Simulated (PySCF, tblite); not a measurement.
**C₆H₆F₂: geometry, infrared bands and NMR shifts**

Wanted: the infrared bands and NMR shifts of C₆H₆F₂ (`FC1=C(F)CC=CC1`), by calculation.

Computed with tblite 0.8.0 and PySCF 2.14.0, with density-fitted response routines of our own, on a single molecule in the gas phase. Atoms are numbered from 0 throughout.

## Step 1: Starting geometry

14 atoms, charge 0, multiplicity 1; geometry from: force field or distance geometry start.

Bonds of the start (Å): F0–C1 1.34, C1–C2 1.35, C2–F3 1.36, C2–C4 1.49, C4–C5 1.50, C5–C6 1.34, C6–C7 1.50, C7–C1 1.50, C4–H8 1.09, C4–H9 1.10, C5–H10 1.09, C6–H11 1.10, C7–H12 1.11, C7–H13 1.10.

## Step 2: Optimising the geometry with GFN2-xTB

What the job is given:

```
{"job": {"kind": "relax", "xc": "GFN2-xTB", "basis": "xTB"}, "charge": 0, "multiplicity": 1}
F     -1.615600     2.108000    -0.673800
C     -0.831300     1.074200    -0.351900
C      0.506700     1.268100    -0.275400
F      0.975700     2.515300    -0.556900
C      1.476900     0.190900     0.084700
C      0.831300    -1.140600     0.354500
C     -0.489000    -1.339200     0.289900
C     -1.463800    -0.252600    -0.059600
H      2.048400     0.502700     0.963200
H      2.186600     0.075000    -0.742200
H      1.493700    -1.963900     0.619200
H     -0.900800    -2.330700     0.508000
H     -2.188100    -0.137800     0.769700
H     -2.031400    -0.569800    -0.951700
```

On the command line:

```bash
> OMP_NUM_THREADS=1 python probes_run.py task.json out
```

One launch serves the whole session: the jobs run in the order shown.

**Question.** This job is followed by: GFN2-xTB harmonic vibrations, gas phase; GIAO PBE0/pcSseg-1 NMR shielding, non-relativistic, gas phase. What will the session give for the following? strongest single infrared mode (GFN2-xTB); zero-point energy (GFN2-xTB); 13C shifts against TMS (PBE0/pcSseg-1, means over atoms taken as alike); 1H shifts against TMS (PBE0/pcSseg-1, means over atoms taken as alike); 19F shifts against CFCl3 (PBE0/pcSseg-1, means over atoms taken as alike).

**Answer**, as computed:

| quantity | value |
| --- | --- |
| strongest single infrared mode (GFN2-xTB) | 1178 cm⁻¹, 154 km/mol |
| zero-point energy (GFN2-xTB) | 64.7 kcal/mol |
| 13C shifts against TMS (PBE0/pcSseg-1, means over atoms taken as alike) | 149.4, 130.2, 33.3 ppm |
| 1H shifts against TMS (PBE0/pcSseg-1, means over atoms taken as alike) | 5.83, 3.23 ppm |
| 19F shifts against CFCl3 (PBE0/pcSseg-1, means over atoms taken as alike) | -151.9 ppm |

The optimisation took 13 steps and gained 0.116 eV; among the close pairs (by a distance rule), C1–C2 changed most, from 1.354 to 1.324 Å. No mode is imaginary among the 36: a minimum at this level. The strongest single mode, at 1178 cm⁻¹, is spread over many atoms; the largest shares are those of C2, C1. GFN2-xTB is a fitted tight-binding method: band positions and strengths are rough. Its intensities can rank the bands wrongly. H10, H11 (mean) (hydrogen on an alkene CH) lies farthest downfield among hydrogen, at 5.83 ppm; attached to an sp2 carbon and in the plane of the double bond. At PBE0/pcSseg-1: Shielding is most anisotropic at C5, C6 (span 212 ppm, paramagnetic term -199 ppm).
